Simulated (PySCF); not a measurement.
# C4H6Si: the cost of one run

The runs use PySCF 2.14.0; levels as typed in each script, gas phase, geometry from GFN2-xTB.

**1. The starting structure**

SMILES `[SiH2]1C=CC=C1`, 11 atoms, charge 0, spin multiplicity 1.

Bond lengths: Si1–C2 1.887 Å, Si1–C5 1.887 Å, Si1–H6 1.463 Å, Si1–H7 1.464 Å, C2–C3 1.338 Å, C2–H8 1.077 Å, C3–C4 1.457 Å, C3–H9 1.082 Å, C4–C5 1.338 Å, C4–H10 1.082 Å, C5–H11 1.077 Å. Angles: C2–Si1–C5 88.8°, C2–Si1–H6 113.4°, C2–Si1–H7 113.4°, C5–Si1–H6 113.5°, C5–Si1–H7 113.4°, H6–Si1–H7 112.4°, Si1–C2–C3 109.4°, Si1–C2–H8 128.3°, C3–C2–H8 122.3°, C2–C3–C4 116.2°, C2–C3–H9 124.3°, C4–C3–H9 119.5°, C3–C4–C5 116.2°, C3–C4–H10 119.5°, C5–C4–H10 124.3°, Si1–C5–C4 109.4°, Si1–C5–H11 128.3°, C4–C5–H11 122.3°.

As a file:

```xyz
11
charge 0, multiplicity 1
Si    1.2407    0.0000    0.0001
C    -0.1078    1.3197   -0.0003
C    -1.3081    0.7284    0.0001
C    -1.3082   -0.7282    0.0000
C    -0.1080   -1.3197    0.0001
H     2.0555    0.0009    1.2156
H     2.0552   -0.0013   -1.2165
H     0.0062    2.3909   -0.0004
H    -2.2499    1.2606    0.0006
H    -2.2501   -1.2603   -0.0003
H     0.0058   -2.3910    0.0001
```

**2. Excited states (BHandHLYP/def2-svp)**

Input file input.py:

```python
import numpy as np
from pyscf import gto, scf, dft, tdscf
from pyscf.scf import atom_ks, atom_hf
from scipy.linalg import block_diag

def solve(mol, dm0=None, hcore=None):
    mf = (dft.UKS if mol.spin else dft.RKS)(mol, xc='bhandhlyp')
    mf.grids.level = 3
    mf = mf.density_fit(auxbasis='def2-universal-jkfit')
    mf.conv_tol, mf.max_cycle = 1e-8, 80
    if hcore is not None:
        mf.get_hcore = lambda *args: hcore
    mf.kernel(dm0)
    if not mf.converged:
        mf = mf.newton().run(mf.mo_coeff, mf.mo_occ, max_cycle=30)
    assert mf.converged, 'SCF not converged'
    return mf

mol = gto.M(atom='''
Si     1.24071    -0.00004     0.00015
C     -0.10779     1.31967    -0.00034
C     -1.30811     0.72839     0.00010
C     -1.30821    -0.72825    -0.00003
C     -0.10798    -1.31970     0.00007
H      2.05551     0.00091     1.21564
H      2.05516    -0.00125    -1.21651
H      0.00618     2.39090    -0.00038
H     -2.24991     1.26061     0.00061
H     -2.25009    -1.26034    -0.00027
H      0.00584    -2.39095     0.00008
''', basis='def2-svp', charge=0, spin=0, verbose=4)
mf = solve(mol)
td = mf.TDA()
td.nstates, td.singlet, td.conv_tol = 5, True, 1e-5
td.kernel()
td.analyze()
x, y = np.array([p[0] for p in td.xy]), np.array([p[1] + 0 * p[0] for p in td.xy])
f, mu = td.oscillator_strength(), td.transition_dipole()
nto = [td.get_nto(state=i + 1, verbose=4) for i in range(len(td.e))]
# spherically averaged free atoms, for the promolecule
atm = atom_ks.get_atm_nrks(mol, xc='bhandhlyp')
pro = block_diag(*[(atm[a[0]][2] * atm[a[0]][3]) @ atm[a[0]][2].T for a in mol._atom])
np.savez('result.npz', e=td.e, f=f, ok=td.converged, w=[n[0] for n in nto], nto=[n[1] for n in nto], x=x, y=y, c=mf.mo_coeff, occ=mf.mo_occ, eps=mf.mo_energy, pro=pro, mu=mu)
```

Launch:

```console
OMP_NUM_THREADS=1 python input.py
```

**Question.** How long does this run take on 1 thread of AMD EPYC 9R45 (Zen 5), shared host, and how much memory does it need?

About 42 s, with a peak of 0.59 GiB.
